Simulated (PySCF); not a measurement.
# C3H9BrSn: NMR shieldings, spin-spin couplings, relativistic core levels

What do calculations give for the NMR shieldings, spin-spin couplings, relativistic core levels of C3H9BrSn (`[CH3][Sn]([CH3])([CH3])[Br]`)?

Computed with PySCF 2.14.0 and routines of our own; the level stands in each step. Atoms count from 0.

## Step 1: The starting structure

14 atoms, charge 0, multiplicity 1; geometry from: GFN2-xTB.

## Step 2: Optimising the geometry at PBE0-D3(BJ)/def2-SVP

Job settings and geometry (Å):

```
{"job": {"xc": "PBE0", "basis": "def2-SVP", "d3": "d3bj", "grid": 1, "maxiter": 30, "shake": 0.01, "kind": "geom"}, "charge": 0, "multiplicity": 1}
C     -1.603780     1.314970    -0.410200
Sn     0.057740     0.118500     0.313150
C      1.927240     0.442970    -0.793080
C     -0.401140    -1.997840     0.640410
Br     0.523820     1.009860     2.602690
H     -1.903460     1.030610    -1.416090
H     -2.465900     1.218130     0.246860
H     -1.321110     2.391400    -0.439350
H      2.751300    -0.084450    -0.274460
H      1.842530     0.082950    -1.791050
H      2.174770     1.500710    -0.791870
H     -0.650280    -2.475420    -0.296800
H     -1.327170    -2.066150     1.284630
H      0.388290    -2.501320     1.117400
```

Launch:

```console
$ OMP_NUM_THREADS=1 python heavy_run.py task.json out
```

This one command runs all jobs of the session in turn.

What it wrote:

```text
step   0  E = -2907.40427860  max force = 0.044044
step   1  E = -2907.40861753  max force = 0.012316
step   2  E = -2907.40964884  max force = 0.006287
step   3  E = -2907.40987462  max force = 0.001637
step   4  E = -2907.40996439  max force = 0.002233
step   5  E = -2907.41005480  max force = 0.002090
step   6  E = -2907.41012665  max force = 0.000939
step   7  E = -2907.41018160  max force = 0.000756
step   8  E = -2907.41017963  max force = 0.000631
step   9  E = -2907.41017131  max force = 0.000336
step  10  E = -2907.41016710  max force = 0.000287
step  11  E = -2907.41017031  max force = 0.000328
optimisation converged
```

Wall time 2.8 min (1 thread of Arm Neoverse V1, shared host); peak memory 0.57 GiB.

Relaxation path:

| step | energy from step 0 (eV) | largest force component (eV/Å) |
| --- | --- | --- |
| 0 | 0.0000 | 2.2648 |
| 1 | -0.1181 | 0.6333 |
| 2 | -0.1461 | 0.3233 |
| 3 | -0.1523 | 0.0842 |
| 4 | -0.1547 | 0.1148 |
| 5 | -0.1572 | 0.1075 |
| 6 | -0.1591 | 0.0483 |
| 7 | -0.1606 | 0.0389 |
| 8 | -0.1606 | 0.0324 |
| 9 | -0.1603 | 0.0173 |
| 10 | -0.1602 | 0.0148 |
| 11 | -0.1603 | 0.0169 |

Close pairs (by a distance rule), those that changed most:

| bond | before (Å) | after (Å) | change (Å) |
| --- | --- | --- | --- |
| Sn1–C2 | 2.196 | 2.143 | -0.053 |
| C3–H13 | 1.051 | 1.099 | +0.048 |
| Sn1–C3 | 2.190 | 2.143 | -0.047 |
| C2–H9 | 1.064 | 1.100 | +0.035 |
| C3–H12 | 1.130 | 1.099 | -0.031 |
| C0–Sn1 | 2.172 | 2.144 | -0.028 |
| C3–H11 | 1.081 | 1.100 | +0.019 |
| Sn1–Br4 | 2.501 | 2.518 | +0.017 |

The end geometry stands in the next job.

| at the end point | value |
| --- | --- |
| rotational constants (GHz, main isotopes) | 2.365, 1.006, 1.004 |
| dipole moment (D) | 3.40 |

## Step 3: NMR shieldings: PBE/pcJ-1 Br:dyall-v2z Sn:dyall-v2z, spin–orbit

Job settings and geometry (Å):

```
{"job": {"kind": "hnmr", "xc": "PBE", "basis": {"default": "pcJ-1", "Br": "dyall-v2z", "Sn": "dyall-v2z"}, "rel": "so"}, "charge": 0, "multiplicity": 1}
C     -1.026760     1.757895    -0.466632
Sn     0.096080     0.105789     0.311768
C      1.925084    -0.273831    -0.738900
C     -1.070416    -1.659237     0.656095
Br     0.818386     0.840788     2.609048
H     -1.376888     1.539525    -1.485974
H     -1.893497     1.948186     0.181184
H     -0.391675     2.654258    -0.485675
H      2.501805    -1.037222    -0.198512
H      1.717970    -0.630336    -1.758311
H      2.518198     0.649535    -0.791229
H     -1.439003    -2.072910    -0.293653
H     -1.924304    -1.414807     1.302793
H     -0.446280    -2.410106     1.159931
```

With the program's defaults for keys left out, this is: PBE/pcJ-1 Br:dyall-v2z Sn:dyall-v2z GIAO NMR shielding, X2C with spin-orbit coupling, screened-nuclear two-electron part, Gaussian nuclei, gas phase.

What it wrote:

```text
spin-free SCF
coarse grid: 53152 points
cycle   1  E = -8901.6762562297  dE = -3.140e-01  |g| = 7.679e-01  |ddm| = 3.086e+00
cycle   2  E = -8901.4864558462  dE =  1.898e-01  |g| = 1.104e+00  |ddm| = 1.599e+00
cycle   3  E = -8901.8051535415  dE = -3.187e-01  |g| = 1.261e-01  |ddm| = 1.077e+00
cycle   4  E = -8901.8070829155  dE = -1.929e-03  |g| = 6.503e-02  |ddm| = 1.984e-01
cycle   5  E = -8901.8078717789  dE = -7.889e-04  |g| = 2.553e-02  |ddm| = 8.472e-02
cycle   6  E = -8901.8079076046  dE = -3.583e-05  |g| = 3.475e-03  |ddm| = 1.591e-02
cycle   7  E = -8901.8079100649  dE = -2.460e-06  |g| = 1.535e-03  |ddm| = 6.517e-03
final grid: 109096 points
cycle   8  E = -8901.8088783972  dE = -3.789e-06  |g| = 6.198e-03  |ddm| = 5.652e-03
cycle   9  E = -8901.8088734314  dE =  4.966e-06  |g| = 5.646e-03  |ddm| = 9.670e-03
cycle  10  E = -8901.8088786840  dE = -5.253e-06  |g| = 2.980e-03  |ddm| = 9.382e-03
cycle  11  E = -8901.8088804965  dE = -1.812e-06  |g| = 2.466e-04  |ddm| = 2.988e-03
cycle  12  E = -8901.8088805037  dE = -7.223e-09  |g| = 3.522e-05  |ddm| = 2.000e-04
converged SCF energy = -8901.8088805037
two-component SCF
cycle   1  E = -8901.0933955780  dE = -8.901e+03  |FDS-SDF| = 1.002e+02
cycle   2  E = -8902.7249860057  dE = -1.632e+00  |FDS-SDF| = 5.906e-02
cycle   3  E = -8902.7249870124  dE = -1.007e-06  |FDS-SDF| = 1.422e-02
cycle   4  E = -8902.7249848574  dE =  2.155e-06  |FDS-SDF| = 1.014e-02
cycle   5  E = -8902.7249928842  dE = -8.027e-06  |FDS-SDF| = 2.060e-03
cycle   6  E = -8902.7249936053  dE = -7.211e-07  |FDS-SDF| = 4.912e-04
cycle   7  E = -8902.7249936298  dE = -2.446e-08  |FDS-SDF| = 5.894e-05
converged, E = -8902.7249936298

Field gradients (au) and densities at the nuclei (bohr^-3)
atom        Vxx        Vyy        Vzz        centre      nuclear mean
  0 C     -0.0075    -0.0244     0.0319        126.047        126.045
  1 Sn    -1.6224    -1.6293     3.2517     188671.128     183582.480
  2 C     -0.0068    -0.0237     0.0305        126.047        126.044
  3 C     -0.0071    -0.0238     0.0308        126.047        126.045
  4 Br    -2.3021    -2.3043     4.6064      40851.940      40792.007
  5 H     -0.1445    -0.1476     0.2921          0.472          0.472
  6 H     -0.1442    -0.1479     0.2921          0.472          0.472
  7 H     -0.1441    -0.1478     0.2920          0.472          0.472
  8 H     -0.1440    -0.1478     0.2918          0.472          0.472
  9 H     -0.1446    -0.1477     0.2923          0.472          0.472
 10 H     -0.1442    -0.1479     0.2921          0.472          0.472
 11 H     -0.1446    -0.1478     0.2924          0.472          0.472
 12 H     -0.1442    -0.1479     0.2921          0.472          0.472
 13 H     -0.1442    -0.1478     0.2920          0.472          0.472
without picture change
  1 Sn                           3.5455                    400152.452
  4 Br                           4.7583                     66306.499

Core orbital energies (eV)
atom   shell        mean    spread
  1 Sn 1s       -28957.865   0.000
  1 Sn 2s        -4371.632   0.000
  1 Sn 3s         -843.550   0.000
  1 Sn 4s         -133.539   0.000
  1 Sn 2p1/2     -4082.664   0.000
  1 Sn 2p3/2     -3853.469   0.021
  1 Sn 3p1/2      -726.427   0.000
  1 Sn 3p3/2      -684.424   0.063
  1 Sn 4p1/2       -94.632   0.000
  1 Sn 4p3/2       -87.076   0.112
  1 Sn 3d3/2      -477.626   0.059
  1 Sn 3d5/2      -469.091   0.077
  1 Sn 4d3/2       -26.404   0.105
  1 Sn 4d5/2       -25.372   0.150
  4 Br 1s       -13299.866   0.000
  4 Br 2s        -1729.115   0.000
  4 Br 3s         -235.779   0.000
  4 Br 4s          -18.901   0.000
  4 Br 2p1/2     -1556.569   0.000
  4 Br 2p3/2     -1509.556   0.049
  4 Br 3p1/2      -175.876   0.000
  4 Br 3p3/2      -169.073   0.159
  4 Br 3d3/2       -65.263   0.165
  4 Br 3d5/2       -64.212   0.219

Shielding tensors (ppm)
atom      isotropic    diamagn.    paramagn.     s11        s22        s33       span
  0 C       180.71      251.20      -70.49     168.62     179.88     193.62      24.99
  1 Sn     3138.67     4736.59    -1597.92    3128.68    3142.06    3145.27      16.60
  2 C       180.71      251.21      -70.49     168.60     179.91     193.62      25.02
  3 C       180.65      251.20      -70.55     168.49     179.83     193.62      25.13
  4 Br     3023.97     2989.37       34.60    2953.99    2958.76    3159.14     205.15
  5 H        30.78       30.30        0.48      24.32      27.35      40.66      16.34
  6 H        30.54       29.83        0.71      24.62      27.96      39.05      14.43
  7 H        30.54       29.82        0.73      24.59      28.00      39.03      14.44
  8 H        30.55       29.85        0.71      24.60      28.04      39.02      14.42
  9 H        30.79       30.32        0.47      24.34      27.35      40.68      16.34
 10 H        30.55       29.84        0.70      24.64      27.93      39.06      14.42
 11 H        30.79       30.31        0.47      24.33      27.33      40.69      16.36
 12 H        30.55       29.83        0.71      24.62      27.97      39.05      14.43
 13 H        30.56       29.86        0.69      24.63      28.03      39.01      14.38
```

Wall time 2.7 min (1 thread of Arm Neoverse V1, shared host); peak memory 1.8 GiB.

From this job:

| quantity | value |
| --- | --- |
| energy from spin-orbit coupling | -0.9161 Eh |

## Step 4: Spin-spin couplings: PBE/pcJ-1 Br:dyall-v2z Sn:dyall-v2z, spin–orbit

Settings changed since step 3:

```diff
@@ -1,2 +1,2 @@
-{"job": {"kind": "hnmr", "xc": "PBE", "basis": {"default": "pcJ-1", "Br": "dyall-v2z", "Sn": "dyall-v2z"}, "rel": "so"}, "charge": 0, "multiplicity": 1}
+{"job": {"kind": "hj", "xc": "PBE", "basis": {"default": "pcJ-1", "Br": "dyall-v2z", "Sn": "dyall-v2z"}, "rel": "so", "atoms": [1]}, "charge": 0, "multiplicity": 1}
 C     -1.026760     1.757895    -0.466632
```

With the program's defaults for keys left out, this is: PBE/pcJ-1 Br:dyall-v2z Sn:dyall-v2z indirect spin-spin coupling, X2C with spin-orbit coupling, screened-nuclear two-electron part, Gaussian nuclei, gas phase.

What it wrote:

```text
spin-free SCF
coarse grid: 53152 points
cycle   1  E = -8901.6762562297  dE = -3.140e-01  |g| = 7.679e-01  |ddm| = 3.086e+00
cycle   2  E = -8901.4864558462  dE =  1.898e-01  |g| = 1.104e+00  |ddm| = 1.599e+00
cycle   3  E = -8901.8051535415  dE = -3.187e-01  |g| = 1.261e-01  |ddm| = 1.077e+00
cycle   4  E = -8901.8070829155  dE = -1.929e-03  |g| = 6.503e-02  |ddm| = 1.984e-01
cycle   5  E = -8901.8078717789  dE = -7.889e-04  |g| = 2.553e-02  |ddm| = 8.472e-02
cycle   6  E = -8901.8079076046  dE = -3.583e-05  |g| = 3.475e-03  |ddm| = 1.591e-02
cycle   7  E = -8901.8079100649  dE = -2.460e-06  |g| = 1.535e-03  |ddm| = 6.517e-03
final grid: 109096 points
cycle   8  E = -8901.8088783972  dE = -3.789e-06  |g| = 6.198e-03  |ddm| = 5.652e-03
cycle   9  E = -8901.8088734314  dE =  4.966e-06  |g| = 5.646e-03  |ddm| = 9.670e-03
cycle  10  E = -8901.8088786840  dE = -5.253e-06  |g| = 2.980e-03  |ddm| = 9.382e-03
cycle  11  E = -8901.8088804965  dE = -1.812e-06  |g| = 2.466e-04  |ddm| = 2.988e-03
cycle  12  E = -8901.8088805037  dE = -7.223e-09  |g| = 3.522e-05  |ddm| = 2.000e-04
converged SCF energy = -8901.8088805037
two-component SCF
cycle   1  E = -8901.0933955780  dE = -8.901e+03  |FDS-SDF| = 1.002e+02
cycle   2  E = -8902.7249860057  dE = -1.632e+00  |FDS-SDF| = 5.906e-02
cycle   3  E = -8902.7249870124  dE = -1.007e-06  |FDS-SDF| = 1.422e-02
cycle   4  E = -8902.7249848574  dE =  2.155e-06  |FDS-SDF| = 1.014e-02
cycle   5  E = -8902.7249928842  dE = -8.027e-06  |FDS-SDF| = 2.060e-03
cycle   6  E = -8902.7249936053  dE = -7.211e-07  |FDS-SDF| = 4.912e-04
cycle   7  E = -8902.7249936298  dE = -2.446e-08  |FDS-SDF| = 5.894e-05
converged, E = -8902.7249936298

Indirect spin-spin couplings
  i        j     bonds      J/Hz   K/1e19 T2/J   anisotropy/Hz
  1 119Sn   0  13C    1     -184.69      163.03      -602.7
  1 119Sn   2  13C    1     -184.59      162.94      -601.8
  1 119Sn   3  13C    1     -184.85      163.17      -602.0
  1 119Sn   4  79Br   1     1366.38    -1206.61      -876.4
  1 119Sn   5   1H    2      -23.63        5.25       -78.9
  1 119Sn   6   1H    2       42.55       -9.45       -65.8
  1 119Sn   7   1H    2       43.31       -9.62       -65.8
  1 119Sn   8   1H    2       43.54       -9.67       -65.8
  1 119Sn   9   1H    2      -23.76        5.28       -78.5
  1 119Sn  10   1H    2       42.10       -9.35       -65.2
  1 119Sn  11   1H    2      -23.96        5.32       -78.3
  1 119Sn  12   1H    2       42.67       -9.47       -65.3
  1 119Sn  13   1H    2       43.65       -9.69       -66.0
```

Wall time 2 min (1 thread of Arm Neoverse V1, shared host); peak memory 1.7 GiB.

Key values:

| quantity | value |
| --- | --- |
| energy from spin-orbit coupling | -0.9161 Eh |

## Step 5: Relativistic core levels: PBE/pcJ-1 Br:dyall-v2z Sn:dyall-v2z, spin–orbit

Settings changed since step 4:

```diff
@@ -1,2 +1,2 @@
-{"job": {"kind": "hj", "xc": "PBE", "basis": {"default": "pcJ-1", "Br": "dyall-v2z", "Sn": "dyall-v2z"}, "rel": "so", "atoms": [1]}, "charge": 0, "multiplicity": 1}
+{"job": {"kind": "hxps", "xc": "PBE", "basis": {"default": "pcJ-1", "Br": "dyall-v2z", "Sn": "dyall-v2z"}, "rel": "so", "holes": [[1, "3d"], [4, "3d"]]}, "charge": 0, "multiplicity": 1}
 C     -1.026760     1.757895    -0.466632
```

Method: PBE/pcJ-1 Br:dyall-v2z Sn:dyall-v2z core ionisation, delta-SCF with one localised hole, X2C with spin-orbit coupling, screened-nuclear two-electron part, Gaussian nuclei, gas phase.

What it wrote:

```text
spin-free SCF
coarse grid: 53152 points
cycle   1  E = -8901.6762562297  dE = -3.140e-01  |g| = 7.679e-01  |ddm| = 3.086e+00
cycle   2  E = -8901.4864558462  dE =  1.898e-01  |g| = 1.104e+00  |ddm| = 1.599e+00
cycle   3  E = -8901.8051535415  dE = -3.187e-01  |g| = 1.261e-01  |ddm| = 1.077e+00
cycle   4  E = -8901.8070829155  dE = -1.929e-03  |g| = 6.503e-02  |ddm| = 1.984e-01
cycle   5  E = -8901.8078717789  dE = -7.889e-04  |g| = 2.553e-02  |ddm| = 8.472e-02
cycle   6  E = -8901.8079076046  dE = -3.583e-05  |g| = 3.475e-03  |ddm| = 1.591e-02
cycle   7  E = -8901.8079100649  dE = -2.460e-06  |g| = 1.535e-03  |ddm| = 6.517e-03
final grid: 109096 points
cycle   8  E = -8901.8088783972  dE = -3.789e-06  |g| = 6.198e-03  |ddm| = 5.652e-03
cycle   9  E = -8901.8088734314  dE =  4.966e-06  |g| = 5.646e-03  |ddm| = 9.670e-03
cycle  10  E = -8901.8088786840  dE = -5.253e-06  |g| = 2.980e-03  |ddm| = 9.382e-03
cycle  11  E = -8901.8088804965  dE = -1.812e-06  |g| = 2.466e-04  |ddm| = 2.988e-03
cycle  12  E = -8901.8088805037  dE = -7.223e-09  |g| = 3.522e-05  |ddm| = 2.000e-04
converged SCF energy = -8901.8088805037
two-component SCF
cycle   1  E = -8901.0933955780  dE = -8.901e+03  |FDS-SDF| = 1.002e+02
cycle   2  E = -8902.7249860057  dE = -1.632e+00  |FDS-SDF| = 5.906e-02
cycle   3  E = -8902.7249870124  dE = -1.007e-06  |FDS-SDF| = 1.422e-02
cycle   4  E = -8902.7249848574  dE =  2.155e-06  |FDS-SDF| = 1.014e-02
cycle   5  E = -8902.7249928842  dE = -8.027e-06  |FDS-SDF| = 2.060e-03
cycle   6  E = -8902.7249936053  dE = -7.211e-07  |FDS-SDF| = 4.912e-04
cycle   7  E = -8902.7249936298  dE = -2.446e-08  |FDS-SDF| = 5.894e-05
converged, E = -8902.7249936298

Field gradients (au) and densities at the nuclei (bohr^-3)
atom        Vxx        Vyy        Vzz        centre      nuclear mean
  0 C     -0.0075    -0.0244     0.0319        126.047        126.045
  1 Sn    -1.6224    -1.6293     3.2517     188671.128     183582.480
  2 C     -0.0068    -0.0237     0.0305        126.047        126.044
  3 C     -0.0071    -0.0238     0.0308        126.047        126.045
  4 Br    -2.3021    -2.3043     4.6064      40851.940      40792.007
  5 H     -0.1445    -0.1476     0.2921          0.472          0.472
  6 H     -0.1442    -0.1479     0.2921          0.472          0.472
  7 H     -0.1441    -0.1478     0.2920          0.472          0.472
  8 H     -0.1440    -0.1478     0.2918          0.472          0.472
  9 H     -0.1446    -0.1477     0.2923          0.472          0.472
 10 H     -0.1442    -0.1479     0.2921          0.472          0.472
 11 H     -0.1446    -0.1478     0.2924          0.472          0.472
 12 H     -0.1442    -0.1479     0.2921          0.472          0.472
 13 H     -0.1442    -0.1478     0.2920          0.472          0.472
without picture change
  1 Sn                           3.5455                    400152.452
  4 Br                           4.7583                     66306.499

Core orbital energies (eV)
atom   shell        mean    spread
  1 Sn 1s       -28957.865   0.000
  1 Sn 2s        -4371.632   0.000
  1 Sn 3s         -843.550   0.000
  1 Sn 4s         -133.539   0.000
  1 Sn 2p1/2     -4082.664   0.000
  1 Sn 2p3/2     -3853.469   0.021
  1 Sn 3p1/2      -726.427   0.000
  1 Sn 3p3/2      -684.424   0.063
  1 Sn 4p1/2       -94.632   0.000
  1 Sn 4p3/2       -87.076   0.112
  1 Sn 3d3/2      -477.626   0.059
  1 Sn 3d5/2      -469.091   0.077
  1 Sn 4d3/2       -26.404   0.105
  1 Sn 4d5/2       -25.372   0.150
  4 Br 1s       -13299.866   0.000
  4 Br 2s        -1729.115   0.000
  4 Br 3s         -235.779   0.000
  4 Br 4s          -18.901   0.000
  4 Br 2p1/2     -1556.569   0.000
  4 Br 2p3/2     -1509.556   0.049
  4 Br 3p1/2      -175.876   0.000
  4 Br 3p3/2      -169.073   0.159
  4 Br 3d3/2       -65.263   0.165
  4 Br 3d5/2       -64.212   0.219

hole in 3d5/2 of atom 1
cycle   1  E = -8884.0738545262  dE = -8.884e+03  |FDS-SDF| = 4.425e+00
cycle   2  E = -8883.3468945884  dE =  7.270e-01  |FDS-SDF| = 4.617e+00
cycle   3  E = -8884.5638062713  dE = -1.217e+00  |FDS-SDF| = 8.491e-01
cycle   4  E = -8884.7179849989  dE = -1.542e-01  |FDS-SDF| = 4.271e-01
cycle   5  E = -8884.7562788328  dE = -3.829e-02  |FDS-SDF| = 1.244e-01
cycle   6  E = -8884.7583560150  dE = -2.077e-03  |FDS-SDF| = 3.344e-02
cycle   7  E = -8884.7586072871  dE = -2.513e-04  |FDS-SDF| = 1.011e-02
cycle   8  E = -8884.7586327769  dE = -2.549e-05  |FDS-SDF| = 2.372e-03
cycle   9  E = -8884.7586344564  dE = -1.679e-06  |FDS-SDF| = 5.391e-04
cycle  10  E = -8884.7586345273  dE = -7.087e-08  |FDS-SDF| = 1.977e-04
converged, E = -8884.7586345273
hole in 3d5/2 of atom 4
cycle   1  E = -8899.6077001157  dE = -8.900e+03  |FDS-SDF| = 2.217e+00
cycle   2  E = -8899.5114082049  dE =  9.629e-02  |FDS-SDF| = 2.725e+00
cycle   3  E = -8899.9782268268  dE = -4.668e-01  |FDS-SDF| = 2.109e-01
cycle   4  E = -8899.9776572432  dE =  5.696e-04  |FDS-SDF| = 1.900e-01
cycle   5  E = -8899.9867995181  dE = -9.142e-03  |FDS-SDF| = 2.530e-02
cycle   6  E = -8899.9868975617  dE = -9.804e-05  |FDS-SDF| = 6.409e-03
cycle   7  E = -8899.9869024637  dE = -4.902e-06  |FDS-SDF| = 1.483e-03
cycle   8  E = -8899.9869028810  dE = -4.173e-07  |FDS-SDF| = 3.216e-04
cycle   9  E = -8899.9869029034  dE = -2.238e-08  |FDS-SDF| = 5.997e-05
converged, E = -8899.9869029034

Core binding energies (eV)
atom   line    delta-SCF   -orbital   splitting
  1 Sn 3d5/2     488.921     469.09     8.535
  4 Br 3d5/2      74.604      64.21     1.051
```

Run time: 2.5 min. Hardware: 1 thread of Arm Neoverse V1, shared host; peak memory 1.8 GiB.

In short:

| quantity | value |
| --- | --- |
| energy from spin-orbit coupling | -0.9161 Eh |

## Step 6: Results

| quantity | value |
| --- | --- |
| rotational constants (main isotopes) | 2.37, 1.01, 1.00 GHz |
| energy from spin-orbit coupling (step 3, PBE/pcJ-1 Br:dyall-v2z Sn:dyall-v2z, spin–orbit) | -0.9161 Eh |
| shieldings (step 3, PBE/pcJ-1 Br:dyall-v2z Sn:dyall-v2z, spin–orbit) | C0 180.7, Sn1 3138.7, C2 180.7, C3 180.6, Br4 3024.0 ppm |
| energy from spin-orbit coupling (step 4, PBE/pcJ-1 Br:dyall-v2z Sn:dyall-v2z, spin–orbit) | -0.9161 Eh |
| largest reduced coupling (step 4, PBE/pcJ-1 Br:dyall-v2z Sn:dyall-v2z, spin–orbit) | Sn1–Br4: J = 1366.4 Hz, K = -1207·10¹⁹ T²/J |
| Sn1 3d5/2 binding energy (step 5, PBE/pcJ-1 Br:dyall-v2z Sn:dyall-v2z, spin–orbit) | 488.9 eV, 3d3/2 497.5 eV |
| Br4 3d5/2 binding energy (step 5, PBE/pcJ-1 Br:dyall-v2z Sn:dyall-v2z, spin–orbit) | 74.6 eV, 3d3/2 75.7 eV |
| energy from spin-orbit coupling (step 5, PBE/pcJ-1 Br:dyall-v2z Sn:dyall-v2z, spin–orbit) | -0.9161 Eh |

What this shows: Relaxing lowered the energy by 0.160 eV in 11 steps; the close pair that moved most is Sn1–C2, from 2.196 to 2.143 Å. In step 3, Br4 has the widest tensor, 205 ppm.
